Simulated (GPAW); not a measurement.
**Cd2S in GPAW: the effect of target pressure**

Crystal: Cd2S.

```
CELL_PARAMETERS angstrom
3.96267 0.00000 0.00000
-1.98134 3.43177 0.00000
0.00000 0.00000 5.80919
ATOMIC_POSITIONS crystal
Cd 0.33333 0.66667 0.93272
Cd 0.66667 0.33333 0.57873
S 0.33333 0.66667 0.36571
```

The cell comes from a database or a generator and needn't be the stable form of this composition.

Alike in all runs:

```yaml
Program: GPAW 26.7.0
Task: relaxation of cell and atoms
Functional: PBEsol
Potentials_or_basis: PAW data sets generated in the run's folder for this functional
Cutoff: 600 eV
Basis: pw
k_mesh: 6 × 6 × 4
Occupations: fermi-dirac, width 0.05 eV
Spin: no spin polarisation
```

Each run relaxes the cell or the atoms first.

| target pressure | target pressure | relaxed volume (Å³/atom) | gap on the mesh (eV) |
| --- | --- | --- | --- |
| 0 GPa | - | 24.21 | 0.23 |
| 2 GPa | 2 GPa | 23.21 | 0.28 |
| 5 GPa | 5 GPa | ? | ? |
| 10 GPa | 10 GPa | 20.47 | none |
| 20 GPa | 20 GPa | 18.18 | none |
| 30 GPa | 30 GPa | 16.86 | none |

What does the run with target pressure 5 GPa give?

Relaxed volume 22.01 Å³/atom; gap on the mesh 0.29 eV.

Worked out: In Murnaghan's law V^(-B') rises as a straight line in P. The other rows fit best with B' = 3.2, V0 = 24.23 Å³/atom and B0 = 44 GPa, which gives 21.97 Å³/atom at 5 GPa, against the run's 22.01.

Caveats: later steps reuse the first step's grids; the volume moved by over 15 % at a fixed basis, so the end points are rough (some runs).

A k mesh can miss the band edges.

A gap of «none» marks a metal or a gap under the smearing width.
